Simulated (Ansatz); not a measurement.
This script makes the interaction energy of a dimer with the counterpoise correction of BrClSi, SMILES Cl[Si]Br with the Python package of Ansatz (0.2.0).

`run_dimer.py`
```python
'''Binding of a BrClSi dimer at a trial geometry.'''

from dataclasses import dataclass

import ansatz as az


@dataclass(frozen=True)
class RunConfig:
    basis: str = 'def2-SVP'
    functional: str = 'r2scan'


cfg = RunConfig()

FIRST = [
    ('Cl', (0.7054, 1.5016, 0.5406)),
    ('Si', (-0.7067, 0.2876, -0.3525)),
    ('Br', (0.0012, -1.7892, -0.1882)),
]
SECOND = [
    ('Cl', (2.6775, -1.515, 4.2314)),
    ('Si', (3.2047, -0.7945, 2.369)),
    ('Br', (4.1986, 1.1464, 2.663)),
]

def energy(atoms, ghosts=()):
    molecule = az.Crystal.molecule()
    for symbol, xyz in atoms:
        molecule = molecule.atom(symbol, xyz)
    calc = (
        molecule.calculation()
        .basis(gaussian=cfg.basis)
        .functional(cfg.functional)
    )
    deck = calc.input()
    if ghosts:
        deck = deck.set(az.key.basis.gaussian.ghost_atoms, [{'symbol': s, 'position_ang': list(xyz)} for s, xyz in ghosts])
    return az.Session.from_dict(deck).plan().execute().report['free_energy_ev']

# ghost atoms carry the functions of the partner
both = energy(FIRST + SECOND)
alone = energy(FIRST) + energy(SECOND)
ghosted = energy(FIRST, SECOND) + energy(SECOND, FIRST)
print(f'dimer {both:.6f} eV')
print(f'interaction, uncorrected   {23.060548 * (both - alone):8.3f} kcal/mol')
print(f'interaction, counterpoise  {23.060548 * (both - ghosted):8.3f} kcal/mol')
print(f'basis-set superposition    {23.060548 * (alone - ghosted):8.3f} kcal/mol')
```

How large is the interaction at this pose, and how much of it is basis-set superposition?

Uncorrected it is -1.702 kcal/mol, with the counterpoise correction -0.669 kcal/mol; the difference, 1.03 kcal/mol, is the superposition error.

The output:

```console
$ python run_dimer.py
dimer -180863.044365 eV
interaction, uncorrected     -1.702 kcal/mol
interaction, counterpoise    -0.669 kcal/mol
basis-set superposition       1.033 kcal/mol
```

Total energies depend on the basis set; only differences at equal settings carry meaning. The dimer is a generated trial pose of unrelaxed monomers, not a minimum, so the figure is no binding energy, and the basis set is small. This level lacks the dispersion part of the attraction (electrostatics and induction are there), which can decide the sign where the interaction is weak. Run time: 19 s on 1 thread of Intel(R) Xeon(R) Platinum 8488C (Sapphire Rapids) (shared host), peak memory 0.28 GiB.

(Lines on the test bed's own set-up are left out of the output.)
